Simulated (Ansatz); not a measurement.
Predict the output of the script below (Ansatz 0.2.0 through its Python package).

Script `cd.py`:
```python
from collections import Counter
import warnings

import ansatz as az
import numpy as np


def fcc(a_site, a):
    return (
        az.Lattice.fcc(a)
        .space_group(225)
        .atom(a_site, [0, 0, 0])
        .primitive()
    )

A_FIRST, A_LAST = 4.42, 3.89


def ground_state(name, crystal):
    calc = (
        crystal.calculation()
        .accuracy("low")
        .functional("r2SCAN")
        .basis(28 * az.Ry)
        .scf(extra_bands=6, algorithm="direct_min")
        .kpoints(spacing=0.3)
        .occupations("fermi_dirac", width=0.05)
        .band_table()
    )
    calc = calc.relax(force_tolerance=0.02, max_steps=40, fix_cell=["shape"])
    return calc.run(threads=1, pin="off")


def volume_per_atom(outcome):
    return abs(np.linalg.det(outcome.lattice.cell_ang)) / len(outcome.lattice.sites)


def counts(outcome):
    return Counter(site.symbol for site in outcome.lattice.sites)


def main() -> None:
    warnings.simplefilter("ignore", az.DeckWarning)

    phases = {}
    for k in range(4 + 1):
        a = A_FIRST + (A_LAST - A_FIRST) * k / 4
        cell = fcc("Cd", a).conventional().resolved()
        sites = [site.position for site in cell.sites if site.symbol == "Cd"]
        for position in sites[:k]:
            cell = cell.substitution("Re", at=position, replaces="Cd")
        phases[f"Cd{4 - k}Re{k}"] = cell.resolved()

    done = {name: ground_state(name, crystal) for name, crystal in phases.items()}

    # mixing quantities against the straight line between the end members, both on this lattice
    x = {name: counts(o)["Re"] / (counts(o)["Cd"] + counts(o)["Re"]) for name, o in done.items()}
    first, last = min(x, key=x.get), max(x, key=x.get)
    energy = {name: o.report["energy_sigma0_ev"] / len(o.lattice.sites) for name, o in done.items()}
    volume = {name: volume_per_atom(o) for name, o in done.items()}
    rows = []
    for name in sorted(done, key=x.get):
        line = lambda table: (1 - x[name]) * table[first] + x[name] * table[last]
        rows.append((name, x[name], 1000 * (energy[name] - line(energy)), volume[name], 100 * (volume[name] / line(volume) - 1)))
    print("      cell       x(Re)  E_mix (meV/atom)  V (A^3/atom)  excess V (%)")
    for row in rows:
        print(f"{str(row[0]):>10}  {row[1]:10.3f}  {row[2]:+16.1f}  {row[3]:12.3f}  {row[4]:+12.2f}")


if __name__ == "__main__":
    main()
```

```console
$ python cd.py
      cell       x(Re)  E_mix (meV/atom)  V (A^3/atom)  excess V (%)
    Cd4Re0       0.000              +0.0        21.692         +0.00
    Cd3Re1       0.250            +551.5        18.134         -9.13
    Cd2Re2       0.500            +951.9        16.750         -8.06
    Cd1Re3       0.750            +705.1        15.498         -5.97
    Cd0Re4       1.000              +0.0        14.747         +0.00
```

Mixing energies: +552 meV an atom at x(Re) = 0.25 (volume -9.1 % off the straight line), +952 meV an atom at x(Re) = 0.50 (volume -8.1 % off the straight line) and +705 meV an atom at x(Re) = 0.75 (volume -6.0 % off the straight line). All are positive, so the end members on this lattice are favoured over these cells.

Reading the output:
- The settings weren't tested for convergence.
- The cutoff lies under the one recommended for these potentials.
- No spin polarisation was allowed.
- For the metals among these phases the mesh is modest: differences between phases can be off by up to 40 meV an atom.
- Atoms and volume are relaxed with the cell's shape held, which in cells of lower than cubic symmetry can hide stresses and shift volumes.
- Spin-orbit coupling, which matters for elements this heavy, is left out.
- These are small ordered cells, with both end members on the same lattice, which need not be their own; they aren't random solutions. Differences under about 40 meV an atom lie within the error of mesh and functional.
- The cells are prototypes set up for this calculation and needn't exist.
- The script silences the warnings on its input, which a real study should read.
- Finished in 7.8 min on 1 thread of Intel(R) Xeon(R) Platinum 8375C CPU @ 2.90GHz (Ice Lake), with other jobs on the host, peak memory 0.73 GiB.
